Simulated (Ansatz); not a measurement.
# BiB: how the settings move a single-point run

Aim: see which settings change the result for BiB, by how much, and at what cost. The cell is built on a prototype (rocksalt) and needn't be the phase found in nature.

Method: reference: DFT, PBE, plane waves, PAW, in Ansatz 0.2.0.

6 further runs of the same task are left out: 1 for a known fault of the program, 5 that didn't finish.

## Step 1: The structure to begin with

Symmetry: Fm-3m, No. 225, cubic system. Conventional cell: a = 5.254 Å, b = 5.254 Å, c = 5.254 Å, α = 90.00°, β = 90.00°, γ = 90.00°. B (site symmetry m-3m) is surrounded by 6 Bi at 2.63 Å. Bi (site symmetry m-3m) is surrounded by 6 B at 2.63 Å.

Structure file:

```
CELL_PARAMETERS angstrom
0.00000 2.62683 2.62683
2.62683 0.00000 2.62683
2.62683 2.62683 0.00000
ATOMIC_POSITIONS crystal
B 0.00000 0.00000 0.00000
Bi 0.50000 0.50000 0.50000
```

## Step 2: Reference

Contents of input.yaml:

```yaml
crystal:
  lattice:
    - [0.0, 2.6268329169, 2.6268329169]
    - [2.6268329169, 0.0, 2.6268329169]
    - [2.6268329169, 2.6268329169, 0.0]
  atoms:
    - { symbol: B, position: [0.0, 0.0, 0.0] }
    - { symbol: Bi, position: [0.5, 0.5, 0.5] }
kpoints:
  mp_grid: { grid: [6, 6, 6] }
hamiltonian:
  xc: pbe
scf:
  occupations: { method: fermi_dirac, width: 0.02 }
  n_extra_bands: 4
output:
  forces: true
  stress: true
  eigenvalues: true
```

On the command line:

```
$ ansatz run input.yaml --threads 4 --pin off --max-ram 3686MiB --backend cpu --events-out ev --progress --plain --runs-dir out
```

## Step 3: Changing settings: ecutwfc 600

Changes to input.yaml since step 2:

```diff
@@ -19 +19,3 @@
   eigenvalues: true
+basis:
+  ecutwfc: 600
```

## Step 4: Changed: occupations.method gaussian, occupations.width 0.001

Changes to input.yaml since step 2:

```diff
@@ -13,3 +13,3 @@
 scf:
-  occupations: { method: fermi_dirac, width: 0.02 }
+  occupations: { method: gaussian, width: 0.001 }
   n_extra_bands: 4
```

## Step 5: Variant: mixing.beta 0.05

Changes to input.yaml since step 2:

```diff
@@ -15,2 +15,4 @@
   n_extra_bands: 4
+  mixing: { beta: 0.05 }
+  max_iter: 87
 output:
```

## Step 6: Variant: preconditioner resta

Changes to input.yaml since step 2:

```diff
@@ -15,2 +15,3 @@
   n_extra_bands: 4
+  mixing: { preconditioner: resta }
 output:
```

## Step 7: Changed: mixing.ndim 30

Changes to input.yaml since step 2:

```diff
@@ -15,2 +15,4 @@
   n_extra_bands: 4
+  mixing: { ndim: 30 }
+  max_iter: 90
 output:
```

## Step 8: Changing settings: mp_grid.shift [0, 0, 0.5]

Changes to input.yaml since step 2:

```diff
@@ -9,3 +9,3 @@
 kpoints:
-  mp_grid: { grid: [6, 6, 6] }
+  mp_grid: { grid: [6, 6, 6], shift: [0, 0, 0.5] }
 hamiltonian:
```

Q: Predict the outcome of this session. Wanted: for each run, ending; energy change; pressure; gap; force.

**Answer**, as computed:

| run | ending | energy change | pressure (GPa) | gap (eV) | force (eV/Å) | cycles | time |
| --- | --- | --- | --- | --- | --- | --- | --- |
| reference | converged | 0 | 1.3 | 0.00 | 0.00 | 6 | 2.3 s |
| 1: ecutwfc 600 | converged | -1.5 meV/atom | 1.3 | 0.00 | 0.00 | 6 | 2.8 s |
| 2: occupations.method gaussian, occupations.width 0.001 | converged | +0.5 meV/atom (σ→0) | 1.3 | 0.00 | 0.00 | 6 | 2.4 s |
| 3: mixing.beta 0.05 | converged | 0.0 meV/atom | 1.3 | 0.00 | 0.00 | 9 | 2.8 s |
| 4: preconditioner resta | converged | 0.0 meV/atom | 1.3 | 0.00 | 0.00 | 6 | 2 s |
| 5: mixing.ndim 30 | converged | 0.0 meV/atom | 1.3 | 0.00 | 0.00 | 6 | 2.6 s |
| 6: mp_grid.shift [0, 0, 0.5] | converged | -25.7 meV/atom | 1.1 | 0.00 | 0.00 | 6 | 2.5 s |

Residual by cycle in the longest SCF loop of each run; runs are numbered as in the table. The quantity is the density residual dr2, in eV.

| cycle | reference | run 1 | run 2 | run 3 | run 4 | run 5 | run 6 |
| --- | --- | --- | --- | --- | --- | --- | --- |
| 1 | 5.3e-4 | 4.9e-4 | 5.3e-4 | 5.3e-4 | 5.3e-4 | 5.3e-4 | 4.8e-4 |
| 2 | 1.7e-4 | 1.5e-4 | 1.7e-4 | 3.9e-4 | 1.8e-4 | 1.7e-4 | 2.6e-4 |
| 3 | 2.8e-5 | 2.6e-5 | 2.8e-5 | 2.5e-4 | 4.1e-5 | 2.8e-5 | 4.4e-5 |
| 4 | 3.9e-6 | 3.6e-6 | 3.9e-6 | 1.2e-4 | 3.9e-6 | 3.9e-6 | 1.1e-5 |
| 5 | 1.9e-7 | 2.8e-7 | 1.8e-7 | 1.6e-5 | 2.7e-8 | 1.9e-7 | 1.2e-7 |
| 6 | 5.4e-10 | 3.1e-9 | 5.3e-10 | 2.8e-6 | 2.4e-10 | 5.4e-10 | 7.7e-8 |
| 7 | - | - | - | 1.8e-6 | - | - | - |
| 8 | - | - | - | 6.9e-7 | - | - | - |
| 9 | - | - | - | 9.9e-9 | - | - | - |

The pressure spans 1.1 to 1.3 GPa over the reference and the converged variants.
